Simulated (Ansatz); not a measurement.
# CH7NSn: the cost of one run

Method: UKS B3LYP/def2-SVP, in Ansatz 0.2.0.

### Step 1. The starting structure

Bond lengths: Sn1–N2 2.451 Å, Sn1–C3 2.164 Å, Sn1–H5 1.733 Å, Sn1–H6 1.732 Å, N2–H7 1.010 Å, N2–H8 1.011 Å, C3–H9 1.087 Å, C3–H10 1.087 Å. Angles: Sn1–N2–H7 118.8°, Sn1–N2–H8 119.1°, H7–N2–H8 106.4°, N2–Sn1–C3 67.7°, N2–Sn1–H5 103.6°, N2–Sn1–H6 103.1°, C3–Sn1–H5 128.4°, C3–Sn1–H6 129.7°, H5–Sn1–H6 101.9°, Sn1–C3–H9 110.4°, Sn1–C3–H10 111.1°, H9–C3–H10 109.5°.

Coordinates:

```xyz
10

Sn   -0.9884    0.4686    0.6451
N     1.2459    0.6025   -0.3547
C    -0.4182   -1.3728   -0.3389
H     0.7251   -0.6159   -0.6090
H    -1.8161    1.8364   -0.0250
H    -0.7200    0.9788    2.2782
H     2.0482    0.6784    0.2549
H     1.4053    1.2446   -1.1186
H    -0.3511   -2.1828    0.3836
H    -1.1307   -1.6377   -1.1157
```

### Step 2. A restrained relaxation towards end A

Springs on the bonds that form and break draw the guess towards this end; the thresholds are loose.

The input, input.yaml:

```yaml
crystal:
  periodic: [false, false, false]
  atoms:
    - { symbol: Sn, position_ang: [-0.9884, 0.4686, 0.6451] }
    - { symbol: "N", position_ang: [1.2459, 0.6025, -0.3547] }
    - { symbol: C, position_ang: [-0.4182, -1.3728, -0.3389] }
    - { symbol: H, position_ang: [0.7251, -0.6159, -0.609] }
    - { symbol: H, position_ang: [-1.8161, 1.8364, -0.025] }
    - { symbol: H, position_ang: [-0.72, 0.9788, 2.2782] }
    - { symbol: H, position_ang: [2.0482, 0.6784, 0.2549] }
    - { symbol: H, position_ang: [1.4053, 1.2446, -1.1186] }
    - { symbol: H, position_ang: [-0.3511, -2.1828, 0.3836] }
    - { symbol: H, position_ang: [-1.1307, -1.6377, -1.1157] }
magnetization:
  spin_polarized: true
basis:
  gaussian: { orbitals: def2-SVP }
hamiltonian:
  xc: b3lyp
relax:
  f_tol: 0.15
  max_steps: 25
  restrain:
    - { distance: [3, 1], at: 2.32, k: 30.0 }
    - { distance: [0, 1], at: 2.1, k: 30.0 }
    - { distance: [3, 2], at: 1.07, k: 30.0 }
```

Launch:

```
> ansatz run input.yaml --threads 2 --pin off --max-ram 3072MiB --backend cpu --events-out ev --progress --plain --runs-dir out
```

What time and memory should one allow on 2 threads of Arm Neoverse V2, shared host?

About 34 s, with a peak of 0.25 GiB.
